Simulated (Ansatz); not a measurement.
BaZrO₃, space group Pm-3m, relaxations under a series of pressures

Program: Ansatz's Python interface.

The script reads `bazro3.extxyz`:
```text
5
Lattice="4.19134 0.0 0.0 0.0 4.19134 0.0 0.0 0.0 4.19134" Properties=species:S:1:pos:R:3 pbc="T T T"
Ba    0.00000000    0.00000000    0.00000000
Zr    2.09567000    2.09567000    2.09567000
O     0.00000000    2.09567000    2.09567000
O     2.09567000    0.00000000    2.09567000
O     2.09567000    2.09567000    0.00000000
```

Run as a notebook:

**Cell 1**
```python
import warnings

import ansatz as az
import numpy as np
import pandas as pd
```

**Cell 2**
```python
N_EMPTY = 12
ECUT = 470
MESH = (3, 3, 3)
FUNCTIONAL = "lda"
MIXING_BETA = 0.2
```

**Cell 3**
```python
def edges_and_angles(cell):
    cell = np.asarray(cell)
    a, b, c = np.linalg.norm(cell, axis=1)
    cosines = cell[1] @ cell[2] / (b * c), cell[0] @ cell[2] / (a * c), cell[0] @ cell[1] / (a * b)
    return (a, b, c, *np.degrees(np.arccos(cosines)))
```

**Cell 4**
```python
warnings.simplefilter("ignore", az.DeckWarning)
```

**Cell 5**
```python
structure = az.Crystal.from_extxyz("bazro3.extxyz")
```

**Cell 6**
```python
structure.resolved().sites[-1]
```
Output:
```text
Site(symbol='O', position=(0.5, 0.5, 0.0), moment=None, axis=None, held=None, saved=None)
```

**Cell 7**
```python
calculation = (
    structure.calculation()
    .scf(extra_bands=N_EMPTY)
    .basis(ECUT)
    .occupations(az.OccupationsMethod.FIXED)
    .kpoints(mesh=MESH, center="gamma")
    .functional(FUNCTIONAL)
    .mixing("anderson", ndim=4, beta=MIXING_BETA)
)
```

**Cell 8**
```python
rows = []
for pressure in [-2, 0, 2, 5, 10]:
    outcome = calculation.relax(cell=True, pressure=pressure, force_tolerance=0.1, max_steps=40).run(threads=1, pin="off")
    cell = outcome.lattice.cell_ang
    n_atoms = len(outcome.lattice.sites)
    volume = abs(np.linalg.det(cell)) / n_atoms
    enthalpy = outcome.report["free_energy_ev"] / n_atoms + pressure * volume / 160.21766
    rows.append((pressure, volume, enthalpy, *edges_and_angles(cell)))
    print(f"{pressure} GPa done: {volume:.4f} A^3/atom")
```
Output:
```text
-2 GPa done: 14.4553 A^3/atom
0 GPa done: 14.2879 A^3/atom
2 GPa done: 14.1268 A^3/atom
5 GPa done: 13.9058 A^3/atom
10 GPa done: 13.5742 A^3/atom
```

**Cell 9**
```python
table = pd.DataFrame(rows, columns=["P_GPa", "V_A3_atom", "H_eV_atom", "a", "b", "c", "alpha", "beta", "gamma"])
print(table.round(4).to_string(index=False))
p, v = np.array([row[0] for row in rows], float), np.array([row[1] for row in rows])
print("mean bulk modulus between rows (GPa):", np.round(-np.diff(p) / np.diff(np.log(v)), 1))
```
Output:
```text
 P_GPa  V_A3_atom  H_eV_atom      a      b      c  alpha  beta  gamma
    -2    14.4553 -2306.6476 4.1655 4.1655 4.1655   90.0  90.0   90.0
     0    14.2879 -2306.4682 4.1493 4.1493 4.1493   90.0  90.0   90.0
     2    14.1268 -2306.2909 4.1337 4.1337 4.1337   90.0  90.0   90.0
     5    13.9058 -2306.0285 4.1120 4.1120 4.1120   90.0  90.0   90.0
    10    13.5742 -2305.5998 4.0791 4.0791 4.0791   90.0  90.0   90.0
mean bulk modulus between rows (GPa): [171.7 176.3 190.3 207.2]
```

The volume falls from 14.46 Å³ an atom at -2 GPa to 13.57 at 10 GPa, by 6.1 %. Between -2 and 0 GPa, -V dP/dV is about 172 GPa, a mean over that step.

Reading the output:
- These settings explore the input space; cutoff and mesh may be short of convergence.
- Spin is left out of this run.
- At a fixed pressure a relaxation lowers the enthalpy F + PV, while F alone can rise.
- The k-point mesh is coarse, and energy and stress weren't tested for convergence.
- The starting cell is as deposited in a crystallographic database; the results hold for this polymorph, which needn't be the stable one.
- Symmetry holds the cell in this phase, whether or not it is the stable one at each pressure.
- Timing: 20 s on 1 thread of Arm Neoverse V2, with other jobs on the host, peak memory 0.44 GiB.

(Lines on the test bed's own set-up are left out of the output.)
